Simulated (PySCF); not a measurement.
# TaC+: bond curves at several levels of theory

One table from this session's results is given with a row withheld; the runs are named, their logs left out.

Method: Ta def2-TZVPPD with ECP60, C def2-TZVPPD, scalar-relativistic core potentials; program: PySCF 2.14.0.

Set-up of the first run:

The job is set up so:

* atoms: Ta, C
* charge: 1
* basis: Ta def2-TZVPPD with ECP60, C def2-TZVPPD
* Hamiltonian: scalar-relativistic core potentials
* basis functions: 96
* electrons treated: 18
* masses in u: 180.9480, 12.0000
* levels: PBE0, PBE, r²SCAN, BP86, TPSS, revPBE, M06-L, BHandHLYP, ωB97M-V, HF, MP2, SCS-MP2, CCSD, CCSD(T)
* grid: 80 radial by 434 angular points
* occupations: held fixed by the projection of orbital angular momentum
* dissociation limit: Ta+ + C, each in its ground configuration
* starting distance in angstrom: 2.170
* values of 2S to try: 0, 2, 4, 6, 8

On the command line:

```
$ OMP_NUM_THREADS=2 python dia.py task.json out
```

Among the steps run: Input; First curve: PBE0; Excited determinants; PBE (GGA); r²SCAN (meta-GGA); BP86; TPSS (meta-GGA); revPBE; M06-L; BHandHLYP; ωB97M-V; UHF (mean field); Adding correlation.

One of the session's tables, all rows but one given; the rest of the session is left out.

| level | Re (Å) | ωe (cm⁻¹) | De (eV) | μ (D) |
| --- | --- | --- | --- | --- |
| UHF-CCSD | 1.872 | 886 | 3.43 | n/a |
| UHF-CCSD(T) | 1.886 | 860 | 3.85 | n/a |
| PBE | 1.877 | 864 | 4.50 | -1.69 |
| revPBE | 1.882 | 855 | 4.25 | -1.72 |
| BP86 | 1.880 | 858 | 4.48 | -1.64 |
| TPSS | 1.880 | 867 | 4.26 | -1.93 |
| r²SCAN | 1.867 | 894 | 3.87 | -1.96 |
| M06-L | 1.866 | 877 | 4.61 | -2.13 |
| PBE0 | ? | ? | ? | ? |
| BHandHLYP | 1.852 | 929 | 3.13 | -2.39 |
| ωB97M-V | 1.855 | 923 | 3.54 | -2.40 |

**Question.** Estimate the row for PBE0.

**Answer.** Re (Å): 1.857; ωe (cm⁻¹): 913; De (eV): 3.90; μ (D): -2.07. In the column «Re (Å)» it lies between ωB97M-V (1.855) and M06-L (1.866).

De is counted to Ta+ + C in their ground configurations. A positive dipole points from Ta to C; in an ion it is taken about the centre of mass and does not tell which atom is negative. No constants: UHF (the points don't follow one smooth fit); UHF-MP2 (the points don't follow one smooth fit); UHF-SCS-MP2 (the points don't follow one smooth fit).

Time per point (s) on 2 threads of Arm Neoverse V1, shared host (CPU time, shared integrals of 0.49 s apart; correlated levels include their reference; CCSD comes with the CCSD(T) run); the times are rough: UHF-CCSD(T) 140, PBE 2.1, revPBE 1.1, BP86 1.1, TPSS 2.8, r²SCAN 2.9, M06-L 8.7, PBE0 4, BHandHLYP 3, ωB97M-V 12.

Limits of these values: Lowest PBE0 solution found, without spin–orbit coupling: quintet, unpaired electrons σ ↑↑, π ↑, δ ↑. The state is the lowest single determinant that the PBE0 search found; with open d or f shells the true ground state can be another one. T1 is 0.029 near the minimum (highest on the curve 0.078), which may point to more than one leading configuration. At some levels the lowest empty orbital lies below the highest filled one (the two can be of opposite spin). With spin–orbit coupling the term label itself may not hold. Warnings in the runs' records: inverted.
